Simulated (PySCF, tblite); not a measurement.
**2-methyl-1,5-hexadiene (C7H12): a rotation path, then NMR shifts on frames**

Aim: move 2-methyl-1,5-hexadiene (C7H12) (`C=CCCC(=C)C`) away from its starting geometry and see how NMR shifts follow the geometry.

The runs use tblite 0.8.0 and PySCF 2.14.0, with density-fitted response routines of our own; the level of theory stands in each step. All values are computed, except where a source is named. Atoms are numbered from 0 throughout.

**1. Starting geometry**

19 atoms, charge 0, multiplicity 1; geometry from: GFN2-xTB.

Bonds of the start (Å): C0–C1 1.32, C1–C2 1.49, C2–C3 1.54, C3–C4 1.50, C4–C5 1.32, C4–C6 1.50, C0–H7 1.08, C0–H8 1.08, C1–H9 1.08, C2–H10 1.09, C2–H11 1.09, C3–H12 1.09, C3–H13 1.09, C5–H14 1.08, C5–H15 1.08, C6–H16 1.09, C6–H17 1.09, C6–H18 1.09.

**2. A band between two rotamers with GFN2-xTB**

What the job is given:

```
{"job": {"kind": "neb", "xc": "GFN2-xTB", "basis": "xTB", "atoms": [1, 2, 3, 4], "turn": 120}, "charge": 0, "multiplicity": 1}
C      2.923540    -0.461000    -0.495734
C      1.687248    -0.328861    -0.054415
C      0.933379     0.961572    -0.020480
C     -0.402791     0.859839    -0.775667
C     -1.328767    -0.173042    -0.195325
C     -1.656558    -1.268419    -0.861634
C     -1.856717     0.111292     1.178963
H      3.432643    -1.410008    -0.500105
H      3.485567     0.380912    -0.867261
H      1.141933    -1.189481     0.310730
H      1.536848     1.754730    -0.466410
H      0.737292     1.234668     1.019996
H     -0.892947     1.837033    -0.742256
H     -0.197082     0.618935    -1.820238
H     -2.324965    -2.007190    -0.451714
H     -1.269670    -1.472463    -1.845939
H     -2.269515     1.118177     1.227716
H     -1.057504     0.043206     1.916832
H     -2.631737    -0.600648     1.450644
```

With the program's defaults for keys left out, this is: GFN2-xTB climbing-image nudged elastic band, gas phase.

Launch:

```bash
$ OMP_NUM_THREADS=1 python probes_run.py task.json out
```

The driver reads the jobs from task.json and runs them one after another.

The program printed:

```text
image   E - E0 / eV
  0       0.0000
  1       0.0175
  2       0.0557
  3       0.0919
  4       0.1039
  5       0.0857
  6       0.0497
  7       0.0164
  8       0.0007
```

Run time: 3.1 s. Hardware: 1 thread of Arm Neoverse V1, shared host; peak memory 0.18 GiB.

The final band, with the dihedral C1–C2–C3–C4:

| image | dihedral (°) | energy (eV) | energy (kcal/mol) |
| --- | --- | --- | --- |
| 0 | 61 | 0.000 | 0.0 |
| 1 | 75 | 0.018 | 0.4 |
| 2 | 89 | 0.056 | 1.3 |
| 3 | 103 | 0.092 | 2.1 |
| 4 | 118 | 0.104 | 2.4 |
| 5 | 133 | 0.086 | 2.0 |
| 6 | 147 | 0.050 | 1.1 |
| 7 | 162 | 0.016 | 0.4 |
| 8 | 177 | 0.001 | 0.0 |

**3. Shielding tensors: image 0, PBE0/pcSseg-1**

What the job is given:

```
{"job": {"kind": "nmr", "xc": "PBE0", "basis": "pcSseg-1", "pop": false}, "charge": 0, "multiplicity": 1}
C      2.923500    -0.461000    -0.495700
C      1.687200    -0.328900    -0.054400
C      0.933400     0.961600    -0.020500
C     -0.402800     0.859800    -0.775700
C     -1.328800    -0.173000    -0.195300
C     -1.656600    -1.268400    -0.861600
C     -1.856700     0.111300     1.179000
H      3.432600    -1.410000    -0.500100
H      3.485600     0.380900    -0.867300
H      1.141900    -1.189500     0.310700
H      1.536800     1.754700    -0.466400
H      0.737300     1.234700     1.020000
H     -0.892900     1.837000    -0.742300
H     -0.197100     0.618900    -1.820200
H     -2.325000    -2.007200    -0.451700
H     -1.269700    -1.472500    -1.845900
H     -2.269500     1.118200     1.227700
H     -1.057500     0.043200     1.916800
H     -2.631700    -0.600600     1.450600
```

Method: GIAO PBE0/pcSseg-1 NMR shielding, non-relativistic, gas phase.

The program printed:

```text
coarse grid: 15048 points
cycle   1  E = -273.4480127695  dE =  6.776e-01  |g| = 4.463e-01  |ddm| = 3.751e+00
cycle   2  E = -273.4501354232  dE = -2.123e-03  |g| = 4.486e-01  |ddm| = 8.264e-01
cycle   3  E = -273.5041995447  dE = -5.406e-02  |g| = 2.365e-02  |ddm| = 4.335e-01
cycle   4  E = -273.5042442395  dE = -4.469e-05  |g| = 1.952e-02  |ddm| = 4.067e-02
cycle   5  E = -273.5043328651  dE = -8.863e-05  |g| = 5.870e-03  |ddm| = 1.975e-02
cycle   6  E = -273.5043412962  dE = -8.431e-06  |g| = 8.040e-04  |ddm| = 4.940e-03
final grid: 142920 points
cycle   7  E = -273.5483358548  dE = -4.702e-05  |g| = 8.591e-03  |ddm| = 3.845e-02
cycle   8  E = -273.5483333667  dE =  2.488e-06  |g| = 9.168e-03  |ddm| = 1.635e-02
cycle   9  E = -273.5483555587  dE = -2.219e-05  |g| = 1.140e-03  |ddm| = 8.877e-03
cycle  10  E = -273.5483558661  dE = -3.074e-07  |g| = 2.796e-04  |ddm| = 1.165e-03
cycle  11  E = -273.5483558857  dE = -1.958e-08  |g| = 4.866e-05  |ddm| = 2.526e-04
cycle  12  E = -273.5483558861  dE = -4.815e-10  |g| = 2.053e-05  |ddm| = 6.109e-05
converged SCF energy = -273.5483558861

GIAO shielding tensors (ppm)
atom      isotropic    diamagn.    paramagn.     s11        s22        s33       span
  0 C       66.457     252.843    -186.385    -44.394     86.544    157.222    201.616
  1 C       40.247     257.539    -217.293    -86.838     42.240    165.338    252.176
  2 C      151.329     249.074     -97.745    139.932    147.222    166.833     26.900
  3 C      143.142     247.853    -104.712    131.161    138.577    159.687     28.525
  4 C       34.567     262.101    -227.534    -87.399     29.852    161.247    248.646
  5 C       67.090     252.976    -185.886    -36.065     96.248    141.088    177.153
  6 C      163.087     246.861     -83.775    144.571    157.640    187.049     42.478
  7 H       26.476      29.752      -3.276     23.420     25.326     30.681      7.261
  8 H       26.351      30.684      -4.333     22.963     25.640     30.451      7.488
  9 H       25.452      33.853      -8.401     22.216     23.528     30.611      8.395
 10 H       29.726      32.445      -2.720     25.953     28.652     34.572      8.619
 11 H       29.271      32.240      -2.970     25.337     29.178     33.298      7.961
 12 H       29.391      31.544      -2.153     25.630     28.187     34.357      8.727
 13 H       29.595      33.022      -3.427     25.789     29.288     33.707      7.918
 14 H       26.530      31.217      -4.687     23.459     25.338     30.793      7.334
 15 H       26.619      32.346      -5.727     23.166     25.564     31.126      7.960
 16 H       30.123      29.184       0.939     26.109     28.544     35.716      9.607
 17 H       29.587      30.858      -1.271     25.445     29.340     33.977      8.532
 18 H       29.775      29.727       0.049     25.886     28.397     35.043      9.156
```

It took 23 s on 1 thread of Arm Neoverse V1, shared host; peak memory 0.82 GiB.

The references, computed at this level on geometries of the same kind, shield at (ppm): ¹H TMS 31.72, ¹³C TMS 186.9. Their shielding less the atom's gives the shift. The references are single molecules in the gas phase. Each atom is listed at this fixed geometry, with no averaging over motion; a spectrum would average atoms that exchange fast.

| atoms | environment | σ (ppm) | δ (ppm) |
| --- | --- | --- | --- |
| C4 | fully substituted alkene carbon | 34.6 | 152.4 |
| C1 | alkene CH | 40.2 | 146.7 |
| C0 | terminal =CH2 carbon | 66.5 | 120.5 |
| C5 | terminal =CH2 carbon | 67.1 | 119.8 |
| C3 | allylic sp3 CH2 | 143.1 | 43.8 |
| C2 | allylic sp3 CH2 | 151.3 | 35.6 |
| C6 | allylic methyl carbon | 163.1 | 23.8 |
| H9 | hydrogen on an alkene CH | 25.45 | 6.27 |
| H8 | hydrogen on a terminal =CH2 carbon | 26.35 | 5.37 |
| H7 | hydrogen on a terminal =CH2 carbon | 26.48 | 5.24 |
| H14 | hydrogen on a terminal =CH2 carbon | 26.53 | 5.19 |
| H15 | hydrogen on a terminal =CH2 carbon | 26.62 | 5.10 |
| H11 | hydrogen on an allylic sp3 CH2 | 29.27 | 2.45 |
| H12 | hydrogen on an allylic sp3 CH2 | 29.39 | 2.33 |
| H17 | hydrogen on an allylic methyl carbon | 29.59 | 2.13 |
| H13 | hydrogen on an allylic sp3 CH2 | 29.59 | 2.12 |
| H10 | hydrogen on an allylic sp3 CH2 | 29.73 | 1.99 |
| H18 | hydrogen on an allylic methyl carbon | 29.78 | 1.94 |
| H16 | hydrogen on an allylic methyl carbon | 30.12 | 1.59 |

**4. Nuclear shieldings: image 2, PBE0/pcSseg-1**

What the job is given:

```
{"job": {"kind": "nmr", "xc": "PBE0", "basis": "pcSseg-1", "pop": false}, "charge": 0, "multiplicity": 1}
C      3.145100    -0.224300    -0.599800
C      1.878600    -0.401000    -0.272000
C      0.946700     0.707100     0.095800
C     -0.340200     0.676800    -0.753800
C     -1.420300    -0.176400    -0.149000
C     -1.842700    -1.293500    -0.718700
C     -2.009200     0.318600     1.138500
H      3.795000    -1.043700    -0.854700
H      3.592800     0.756500    -0.615700
H      1.444600    -1.391900    -0.258900
H      1.455200     1.664000    -0.029500
H      0.685900     0.610600     1.152200
H     -0.717300     1.698000    -0.856400
H     -0.095700     0.307500    -1.752000
H     -2.621600    -1.893600    -0.278400
H     -1.433200    -1.652900    -1.647300
H     -2.337400     1.351700     1.035200
H     -1.274400     0.284500     1.942700
H     -2.861700    -0.288700     1.429400
```

Method: GIAO PBE0/pcSseg-1 NMR shielding, non-relativistic, gas phase.

The program printed:

```text
coarse grid: 15048 points
cycle   1  E = -273.4461705485  dE =  6.767e-01  |g| = 4.462e-01  |ddm| = 3.742e+00
cycle   2  E = -273.4488588439  dE = -2.688e-03  |g| = 4.462e-01  |ddm| = 8.142e-01
cycle   3  E = -273.5023753846  dE = -5.352e-02  |g| = 2.103e-02  |ddm| = 4.195e-01
cycle   4  E = -273.5024079654  dE = -3.258e-05  |g| = 1.787e-02  |ddm| = 3.714e-02
cycle   5  E = -273.5024824050  dE = -7.444e-05  |g| = 5.632e-03  |ddm| = 1.897e-02
cycle   6  E = -273.5024900258  dE = -7.621e-06  |g| = 8.641e-04  |ddm| = 4.895e-03
final grid: 142920 points
cycle   7  E = -273.5463174400  dE = -4.401e-05  |g| = 8.831e-03  |ddm| = 3.290e-02
cycle   8  E = -273.5463127324  dE =  4.708e-06  |g| = 9.825e-03  |ddm| = 1.722e-02
cycle   9  E = -273.5463380322  dE = -2.530e-05  |g| = 1.642e-03  |ddm| = 9.653e-03
cycle  10  E = -273.5463387091  dE = -6.769e-07  |g| = 1.932e-04  |ddm| = 1.472e-03
cycle  11  E = -273.5463387182  dE = -9.122e-09  |g| = 4.388e-05  |ddm| = 1.811e-04
cycle  12  E = -273.5463387186  dE = -3.746e-10  |g| = 1.917e-05  |ddm| = 5.272e-05
converged SCF energy = -273.5463387186

GIAO shielding tensors (ppm)
atom      isotropic    diamagn.    paramagn.     s11        s22        s33       span
  0 C       67.337     252.650    -185.313    -42.353     87.507    156.857    199.210
  1 C       39.271     256.642    -217.370    -88.204     42.681    163.337    251.540
  2 C      151.037     248.912     -97.875    140.203    147.945    164.964     24.761
  3 C      144.528     248.438    -103.910    132.559    139.295    161.731     29.172
  4 C       33.192     261.519    -228.327    -90.109     29.381    160.306    250.415
  5 C       68.280     252.793    -184.513    -32.474     97.156    140.159    172.633
  6 C      162.757     246.291     -83.534    143.204    157.885    187.182     43.978
  7 H       26.519      29.073      -2.554     23.617     25.343     30.596      6.980
  8 H       26.388      30.807      -4.419     23.055     25.627     30.483      7.428
  9 H       25.446      33.265      -7.819     22.487     23.831     30.021      7.533
 10 H       29.673      33.256      -3.584     25.505     29.132     34.381      8.876
 11 H       29.393      32.891      -3.498     24.621     30.074     33.482      8.861
 12 H       29.350      32.104      -2.755     25.435     28.526     34.088      8.652
 13 H       29.690      33.472      -3.782     26.376     29.538     33.155      6.779
 14 H       26.583      30.985      -4.402     23.740     25.175     30.836      7.096
 15 H       26.615      32.400      -5.785     23.325     25.514     31.006      7.681
 16 H       30.192      29.013       1.179     26.200     28.548     35.829      9.629
 17 H       29.457      30.387      -0.930     25.069     29.438     33.863      8.794
 18 H       29.837      29.494       0.344     25.878     28.574     35.061      9.183
```

Wall time 24 s (1 thread of Arm Neoverse V1, shared host); peak memory 1 GiB.

In short: δ C4 153.7, C1 147.7, C0 119.6, C5 118.6, H9 6.27, H8 5.33 ppm.

[end of part 1 of 2]
